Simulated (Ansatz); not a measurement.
Ga3Se:

```
Se Ga
1.0
     4.43246    0.00000    0.00000
     0.00000    4.43246    0.00000
     0.00000    0.00000    4.43246
Se Ga
1 3
Cartesian
  0.0000 0.0000 0.0000
  2.2162 2.2162 0.0000
  2.2162 0.0000 2.2162
  0.0000 2.2162 2.2162
```

The cell comes from a database or a generator and needn't be the stable form of this composition.

* Program: Ansatz 0.2.0
* Task: relaxation of cell and atoms
* Functional: BLYP
* Potentials or basis: Ansatz PAW
* Cutoff: 420 eV (not typed: the program's choice for these potentials)
* k mesh: 6 × 6 × 6
* Occupations: fermi-dirac, width 0.05 eV
* Spin: no spin polarisation

At the start: volume 21.77 Å³/atom.

**Question.** How do energy, volume and symmetry change on relaxing?

**Answer.** It ends after 5 steps and the volume is 24.71 Å³/atom (+13.5 %); space group Pm-3m (No. 221, to 0.05 Å).

Step by step:
```tsv
step	energy change (eV)	largest force (eV/Å)	volume (Å³)
1	0.0000	0.0000	87.08
2	-0.1407	0.0000	96.68
3	-0.1445	0.0000	98.43
4	-0.1446	0.0000	98.82
5	-0.1459	0.0000	98.82
```

Final structure:
```xyz
4
Lattice="4.6233 0.0000 0.0000 0.0000 4.6233 0.0000 0.0000 0.0000 4.6233" Properties=species:S:1:pos:R:3 pbc="T T T"
Se    0.0000    0.0000    0.0000
Ga    2.3116    2.3116    0.0000
Ga    2.3116    0.0000    2.3116
Ga    0.0000    2.3116    2.3116
```

Caveat: the plane-wave basis is chosen anew once the cell has moved, so the energies of steps on either side of that aren't comparable; the PAW data sets come from PBE, with cores solved anew for the run's functional, which leaves a small shift of forces and pressure.
